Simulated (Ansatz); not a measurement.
# C₂H₇InS₂: basis-set convergence

How large a basis does C₂H₇InS₂ need? Two functionals are run in growing sets.

Program: Ansatz 0.2.0, Gaussian basis. Level of theory: one geometry, several basis sets. These are calculated values, not measurements.

Levels to be run: PBE0-D4/def2-SVP; ωB97M-V/def2-SVP; PBE0-D4/def2-QZVPP; ωB97M-V/def2-QZVPP; the functionals' def2-TZVPP values are taken from earlier runs.

### 1 The geometry

All runs share one geometry, relaxed beforehand with PBE0-D4 in a triple-zeta def2 set. In takes the def2 core potential; no spin-orbit term is included.

SMILES `C[CH2][In]([SH])[SH]`, 12 atoms, charge 0, spin multiplicity 1.

Atoms are counted from 1 here; the program's logs count them from 0.

Bond lengths: C1–C2 1.521 Å, C1–H6 1.093 Å, C1–H7 1.095 Å, C1–H8 1.093 Å, C2–In3 2.153 Å, C2–H9 1.093 Å, C2–H10 1.093 Å, In3–S4 2.395 Å, In3–S5 2.388 Å, S4–H11 1.344 Å, S5–H12 1.343 Å. Angles: C2–C1–H6 112.0°, C2–C1–H7 111.2°, C2–C1–H8 112.0°, H6–C1–H7 107.1°, H6–C1–H8 107.3°, H7–C1–H8 107.1°, C1–C2–In3 113.6°, C1–C2–H9 111.6°, C1–C2–H10 111.6°, In3–C2–H9 106.5°, In3–C2–H10 106.6°, H9–C2–H10 106.6°, C2–In3–S4 121.9°, C2–In3–S5 125.0°, S4–In3–S5 113.1°, In3–S4–H11 93.5°, In3–S5–H12 93.7°.

### 2 PBE0-D4 in def2-SVP

File in.yaml:

```yaml
crystal:
  periodic: [false, false, false]
  atoms:
    - {symbol: C, position_ang: [0.464290, -1.038082, 1.440958]}
    - {symbol: C, position_ang: [0.700209, 0.365866, 0.906435]}
    - {symbol: In, position_ang: [-0.288857, 0.754161, -0.966368]}
    - {symbol: S, position_ang: [-1.618693, -0.907934, -2.064525]}
    - {symbol: S, position_ang: [-0.198143, 2.820451, -2.160319]}
    - {symbol: H, position_ang: [-0.595967, -1.234543, 1.619354]}
    - {symbol: H, position_ang: [0.984719, -1.191957, 2.391631]}
    - {symbol: H, position_ang: [0.824245, -1.804378, 0.749728]}
    - {symbol: H, position_ang: [1.763270, 0.560038, 0.743044]}
    - {symbol: H, position_ang: [0.348931, 1.126904, 1.607792]}
    - {symbol: H, position_ang: [-1.401758, -1.829080, -1.110213]}
    - {symbol: H, position_ang: [-0.982245, 2.378554, -3.157518]}
basis:
  gaussian: {orbitals: def2-SVP}
hamiltonian: {xc: pbe0, dispersion: d4}
output: {orbitals: {seedname: orbitals}}
```

Launch:

```
ansatz run in.yaml --threads 4 --pin off --events-out ev --progress --plain --max-ram 10444MiB
```

Further steps of the session: ωB97M-V in def2-SVP; PBE0-D4 in def2-QZVPP; ωB97M-V in def2-QZVPP.

Q: Predict the results of all the runs planned. Wanted: PBE0-D4: double and triple zeta above quadruple; ωB97M-V: double and triple zeta above quadruple.

**Answer**, as computed:

```
                                       quantity           value
PBE0-D4: double and triple zeta above quadruple  11.00, 0.83 eV
ωB97M-V: double and triple zeta above quadruple  11.09, 0.80 eV
```

**Reading.** For PBE0-D4 the step from double to triple zeta gains 10.18 eV and the next only 0.83 eV. Total energies overstate the basis error of differences, where much of it tends to cancel.
